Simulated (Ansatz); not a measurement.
# MgO: the cost of one run

Computed with Ansatz 0.2.0 (DFT r2SCAN, scalar-relativistic, plane waves, PAW, unless a step's input says otherwise).

## Step 1: The starting structure

Symmetry: Fm-3m, No. 225, cubic system. The conventional cell has a = 4.210 Å, b = 4.210 Å, c = 4.210 Å, α = 90.00°, β = 90.00°, γ = 90.00°. Mg (site symmetry m-3m) is surrounded by 6 O at 2.10 Å. O (site symmetry m-3m) has 6 Mg at 2.10 Å as nearest neighbours.

As a file:

```cif
data_structure
_symmetry_space_group_name_H-M 'Fm-3m'
_symmetry_Int_Tables_number 225
_cell_length_a 4.2100
_cell_length_b 4.2100
_cell_length_c 4.2100
_cell_angle_alpha 90.000
_cell_angle_beta 90.000
_cell_angle_gamma 90.000
_cell_volume 74.62
loop_
_atom_site_label
_atom_site_type_symbol
_atom_site_symmetry_multiplicity
_atom_site_Wyckoff_symbol
_atom_site_fract_x
_atom_site_fract_y
_atom_site_fract_z
_atom_site_occupancy
Mg1 Mg 4 a 0.00000 0.00000 0.00000 1
O1 O 4 b 0.50000 0.00000 0.00000 1
```

## Step 2: Relaxing cell and atoms: MgO, no spin

Contents of input.yaml:

```yaml
crystal:
  lattice:
    - [4.21, 0.0, 0.0]
    - [0.0, 4.21, 0.0]
    - [0.0, 0.0, 4.21]
  atoms:
    - { symbol: Mg, position: [0.0, 0.0, 0.0] }
    - { symbol: Mg, position: [0.0, 0.5, 0.5] }
    - { symbol: Mg, position: [0.5, 0.0, 0.5] }
    - { symbol: Mg, position: [0.5, 0.5, 0.0] }
    - { symbol: O, position: [0.5, 0.0, 0.0] }
    - { symbol: O, position: [0.5, 0.5, 0.5] }
    - { symbol: O, position: [0.0, 0.0, 0.5] }
    - { symbol: O, position: [0.0, 0.5, 0.0] }
scf:
  occupations: { method: methfessel_paxton, width: 0.1 }
output:
  forces: true
  stress: true
  eigenvalues: true
  write_density: true
  write_potential: true
  elf: true
  volumetric_format: npy
kpoints:
  mp_grid: { grid: [8, 8, 8] }
hamiltonian:
  xc: r2scan
relax:
  f_tol: 0.01
  adjacent_minimum: "off"
  cell: { stress_tol: 0.05, fix: [shape] }
```

Run with:

```sh
$ ansatz run input.yaml --threads 4 --pin off --max-ram 14336MiB --backend cpu --events-out ev --progress --plain --runs-dir out
```

Q: Estimate wall time and peak memory on 4 threads of AMD EPYC 9R45 (Zen 5), shared host.

About 5.2 s, with a peak of 0.62 GiB.
